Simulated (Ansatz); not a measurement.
**Molecular dynamics of Be**

Input file:

```yaml
crystal:
  lattice:
    - [7.091764, 0.0, 0.0]
    - [-3.545882, 6.141648, 0.0]
    - [0.0, 0.0, 7.40853]
  atoms:
    - { symbol: Be, position: [0.0, 0.0, 0.0] }
    - { symbol: Be, position: [0.1111111, 0.2222222, 0.25] }
    - { symbol: Be, position: [0.0, 0.0, 0.5] }
    - { symbol: Be, position: [0.1111111, 0.2222222, 0.75] }
    - { symbol: Be, position: [0.0, 0.3333333, 0.0] }
    - { symbol: Be, position: [0.1111111, 0.5555556, 0.25] }
    - { symbol: Be, position: [0.0, 0.3333333, 0.5] }
    - { symbol: Be, position: [0.1111111, 0.5555556, 0.75] }
    - { symbol: Be, position: [0.0, 0.6666667, 0.0] }
    - { symbol: Be, position: [0.1111111, 0.8888889, 0.25] }
    - { symbol: Be, position: [0.0, 0.6666667, 0.5] }
    - { symbol: Be, position: [0.1111111, 0.8888889, 0.75] }
    - { symbol: Be, position: [0.3333333, 0.0, 0.0] }
    - { symbol: Be, position: [0.4444444, 0.2222222, 0.25] }
    - { symbol: Be, position: [0.3333333, 0.0, 0.5] }
    - { symbol: Be, position: [0.4444444, 0.2222222, 0.75] }
    - { symbol: Be, position: [0.3333333, 0.3333333, 0.0] }
    - { symbol: Be, position: [0.4444444, 0.5555556, 0.25] }
    - { symbol: Be, position: [0.3333333, 0.3333333, 0.5] }
    - { symbol: Be, position: [0.4444444, 0.5555556, 0.75] }
    - { symbol: Be, position: [0.3333333, 0.6666667, 0.0] }
    - { symbol: Be, position: [0.4444444, 0.8888889, 0.25] }
    - { symbol: Be, position: [0.3333333, 0.6666667, 0.5] }
    - { symbol: Be, position: [0.4444444, 0.8888889, 0.75] }
    - { symbol: Be, position: [0.6666667, 0.0, 0.0] }
    - { symbol: Be, position: [0.7777778, 0.2222222, 0.25] }
    - { symbol: Be, position: [0.6666667, 0.0, 0.5] }
    - { symbol: Be, position: [0.7777778, 0.2222222, 0.75] }
    - { symbol: Be, position: [0.6666667, 0.3333333, 0.0] }
    - { symbol: Be, position: [0.7777778, 0.5555556, 0.25] }
    - { symbol: Be, position: [0.6666667, 0.3333333, 0.5] }
    - { symbol: Be, position: [0.7777778, 0.5555556, 0.75] }
    - { symbol: Be, position: [0.6666667, 0.6666667, 0.0] }
    - { symbol: Be, position: [0.7777778, 0.8888889, 0.25] }
    - { symbol: Be, position: [0.6666667, 0.6666667, 0.5] }
    - { symbol: Be, position: [0.7777778, 0.8888889, 0.75] }
basis:
  ecutwfc: 420.0
kpoints:
  mp_grid: { grid: [2, 2, 2] }
hamiltonian:
  xc: pbe
scf:
  occupations: { method: fermi_dirac, width: 0.17 }
  lower_state_search: "off"
md:
  timestep: 1
  n_steps: 140
  ensemble: nvt_langevin
  temperature: 2000.0
  initial_velocities: maxwell_boltzmann
  seed: 996742
  friction: 0.02
```

Command:

```bash
$ ansatz run input.yaml --threads 1 --pin off --max-ram 3072MiB --backend cpu --events-out ev --progress --plain --runs-dir out
```

It starts from a structure without forces on its atoms.

Output, in part (step lines):

```
md step     0: t =     0.00 fs  T =  1944.4 K  F+E_penalty+E_count = -3337.05447681 eV  E_kin = 9.048200 eV  (6 SCF iters)
md step     1: t =     1.00 fs  T =  1814.0 K  F+E_penalty+E_count = -3336.99411223 eV  E_kin = 8.441236 eV  (7 SCF iters)
md step     2: t =     2.00 fs  T =  1720.6 K  F+E_penalty+E_count = -3336.82516221 eV  E_kin = 8.006692 eV  (6 SCF iters)
md step     3: t =     3.00 fs  T =  1738.1 K  F+E_penalty+E_count = -3336.55435447 eV  E_kin = 8.087819 eV  (6 SCF iters)
md step     4: t =     4.00 fs  T =  1699.3 K  F+E_penalty+E_count = -3336.18158913 eV  E_kin = 7.907228 eV  (6 SCF iters)
md step     5: t =     5.00 fs  T =  1624.6 K  F+E_penalty+E_count = -3335.72349194 eV  E_kin = 7.559999 eV  (5 SCF iters)
md step     6: t =     6.00 fs  T =  1506.9 K  F+E_penalty+E_count = -3335.19180413 eV  E_kin = 7.012229 eV  (5 SCF iters)
md step     7: t =     7.00 fs  T =  1382.5 K  F+E_penalty+E_count = -3334.59574556 eV  E_kin = 6.433320 eV  (5 SCF iters)
[... lines left out ...]
```

The steps, from the saved trajectory:

```tsv
time (fs)	T (K)	potential energy less start (eV)
0.0	1944	0.000
4.0	1699	0.873
8.0	1333	3.095
12.0	830	5.603
16.0	813	7.130
20.0	943	7.518
24.0	1044	7.119
28.0	1152	6.766
32.0	1254	6.543
36.0	1405	6.425
40.0	1489	6.276
44.0	1912	6.124
48.0	1770	6.780
52.0	1443	7.767
56.0	1336	7.952
60.0	1694	7.448
64.0	1815	6.997
68.0	1914	7.017
72.0	2005	7.817
76.0	1989	8.713
80.0	2017	9.080
84.0	2048	8.878
88.0	2216	8.702
92.0	1892	8.272
96.0	2054	8.297
100.0	1848	8.884
104.0	1754	8.888
108.0	1745	8.203
112.0	1962	7.573
116.0	1743	7.422
120.0	1966	7.452
124.0	2076	8.288
128.0	1913	9.636
132.0	1811	10.657
136.0	1864	10.455
140.0	2095	9.525
```

All steps were run. A run of 0.14 ps of so small a system gives no equilibrium averages. Limits of this set-up: coarse k mesh.

Mean squared displacements from the first frame to the last, about the centre of mass: Be 0.10 Å².

Last frame:

```xyz
36
Lattice="7.0918 0.0000 0.0000 -3.5459 6.1416 0.0000 0.0000 0.0000 7.4085" Properties=species:S:1:pos:R:3
Be -0.128 -0.639 -0.343
Be 0.207 0.699 2.099
Be 0.205 -0.269 3.864
Be 0.279 0.786 5.531
Be -1.389 1.879 -0.110
Be -0.898 3.166 1.969
Be -0.800 1.560 3.778
Be -1.105 2.693 5.526
Be -2.308 3.755 0.081
Be -1.991 5.191 1.694
Be -2.316 3.901 3.902
Be -1.889 5.109 5.517
Be 2.693 -0.543 -0.083
Be 2.233 1.122 1.688
Be 2.468 -0.084 3.440
Be 2.725 0.626 5.337
Be 1.058 1.813 -0.073
Be 1.340 3.078 2.054
Be 1.363 1.711 3.726
Be 0.947 3.023 5.308
Be 0.219 3.552 -0.284
Be 0.035 4.988 2.076
Be -0.057 3.907 3.683
Be 0.013 5.000 5.689
Be 5.057 -0.599 0.136
Be 4.912 1.075 2.012
Be 4.978 -0.169 3.865
Be 4.599 1.067 5.830
Be 3.659 1.797 0.327
Be 3.908 3.077 2.191
Be 3.969 1.614 3.826
Be 3.869 3.037 6.043
Be 2.418 3.549 0.182
Be 2.552 5.239 1.733
Be 2.364 4.094 3.880
Be 2.596 5.101 5.423
```

Time of the run: 10 min on 1 thread of AMD EPYC 9R14 (Zen 4), on a shared host, peak memory 0.71 GiB.
